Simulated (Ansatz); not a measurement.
Crystal: HfIn4SiO6.

```xyz
12
Lattice="2.4141 -8.1213 -0.0001 2.4141 8.1213 -0.0001 -0.9959 0.0000 4.7293" Properties=species:S:1:pos:R:3 pbc="T T T"
Hf    0.0000    0.0000    0.0000
In    2.4141   -2.6526   -0.0001
In    1.9162    5.4886    2.3646
In    2.4141    2.6526   -0.0001
In    1.9162   -5.4886    2.3646
Si    1.9162    0.0000    2.3646
O     3.2567    0.0000    1.2791
O     0.5756    0.0000    3.4501
O     1.0593    1.3104    1.3057
O     2.7731    1.3104    3.4235
O     2.7731   -1.3104    3.4235
O     1.0593   -1.3104    1.3057
```

The cell was built by a generator and needn't be a form met in nature.

Base run:

```yaml
Program: Ansatz 0.2.0
Functional: PBE
Potentials_or_basis: Ansatz PAW
Cutoff: 420 eV
Density_cutoff: 1680 eV
k_mesh: 6 × 6 × 6
Occupations: fermi-dirac, width 0.05 eV
Spin: no spin polarisation
Hubbard_terms: Hf d U = 6 eV
```

Its results: band gap on the k mesh none (metal or under the smearing width); pressure 1.5 GPa; largest force 0.576 eV/Å.

Question: The run is repeated on the same cell with these changes: hubbard terms from Hf d U = 6 eV to Hf d U = 8 eV. What comes out?

Answer: Band gap on the k mesh none (metal or under the smearing width); pressure 2.1 GPa; largest force 0.820 eV/Å.

Caveats: U without spin polarisation on a metal has little footing; the density of states is complete only up to the lowest level of the last band computed.

Not every run made on this cell is shown here.
